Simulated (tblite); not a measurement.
# C44H24FN5: the cost of one run

Programs: tblite 0.8.0 and PySCF 2.14.0, with routines of our own; each step states its level. All values are computed. Atoms count from 0.

### Step 1. The system as given

74 atoms, charge 0, multiplicity 1; geometry from: force field, distance geometry or constructed start.

### Step 2. Relaxing the molecule with GFN2-xTB

What the job is given:

```
{"job": {"kind": "relax", "xc": "GFN2-xTB", "basis": "xTB"}, "charge": 0, "multiplicity": 1}
N      3.924100     3.447700     0.518000
C      3.060100     2.686900     0.354500
C      1.990500     1.741500     0.190400
C      0.650200     2.173600     0.374500
C      0.386000     3.575900     0.556500
N      0.193000     4.713000     0.674300
C     -0.403700     1.225700     0.317400
N     -1.746000     1.681900     0.456000
C     -2.288400     2.241800     1.605400
C     -1.734200     2.503100     2.875400
C     -2.551800     3.050200     3.863400
C     -3.891400     3.320800     3.615100
C     -4.446700     3.050500     2.367000
C     -3.636100     2.499400     1.338500
C     -3.899600     2.126300    -0.010300
C     -5.052900     2.163200    -0.816500
C     -4.978300     1.749100    -2.154100
C     -3.775400     1.303800    -2.690400
C     -2.618500     1.260800    -1.904200
C     -2.701100     1.644900    -0.552300
C     -0.126100    -0.127500     0.032900
N     -1.132300    -1.133900    -0.019400
C     -1.976000    -1.471100     1.035400
C     -2.007400    -1.077500     2.376100
C     -3.019700    -1.556900     3.204100
C     -3.978800    -2.445000     2.716300
C     -3.916100    -2.877100     1.386600
C     -2.899300    -2.401600     0.534900
C     -2.540500    -2.688400    -0.819500
C     -3.078500    -3.549400    -1.794900
C     -2.479000    -3.629000    -3.060100
C     -1.363400    -2.863500    -3.354700
C     -0.812400    -2.001000    -2.405700
C     -1.408900    -1.930900    -1.125900
C      1.198500    -0.532500    -0.177100
F      1.470400    -1.818500    -0.439000
C      2.241600     0.389900    -0.103000
N      3.562800    -0.076300    -0.334000
C      4.388100     0.343300    -1.366500
C      4.154800     1.240300    -2.434600
C      5.201600     1.473700    -3.332400
C      6.434800     0.835200    -3.188800
C      6.645000    -0.060500    -2.150300
C      5.606800    -0.322900    -1.225700
C      5.491100    -1.188300    -0.093000
C      6.382900    -2.097700     0.512900
C      5.978100    -2.824800     1.637800
C      4.698200    -2.652500     2.160700
C      3.800200    -1.759600     1.573500
C      4.213500    -1.039200     0.436600
H     -0.693500     2.279200     3.102700
H     -2.126300     3.269300     4.846400
H     -4.512000     3.750200     4.397000
H     -5.495400     3.262200     2.172900
H     -5.992100     2.521400    -0.416600
H     -5.870100     1.781000    -2.776700
H     -3.723600     0.988200    -3.732000
H     -1.684000     0.929100    -2.349500
H     -1.259500    -0.398200     2.788900
H     -3.067400    -1.236800     4.240500
H     -4.762700    -2.810900     3.369900
H     -4.646100    -3.591900     1.017800
H     -3.953200    -4.152500    -1.573700
H     -2.899000    -4.293000    -3.808900
H     -0.900200    -2.934100    -4.338100
H      0.054600    -1.404800    -2.659100
H      3.209400     1.740100    -2.577700
H      5.052800     2.168500    -4.154400
H      7.225600     1.035400    -3.905400
H      7.596100    -0.567000    -2.044600
H      7.385500    -2.240600     0.121800
H      6.661600    -3.529000     2.108700
H      4.396100    -3.227400     3.037300
H      2.807300    -1.635800     1.999500
```

Run with:

```bash
$ OMP_NUM_THREADS=8 python large_run.py task.json out
```

The driver reads the jobs from task.json and runs them one after another.

Q: Estimate the wall time and peak memory of this first job on 8 threads of AMD EPYC 9R45, shared host.

About 17 s, with a peak of 0.19 GiB.
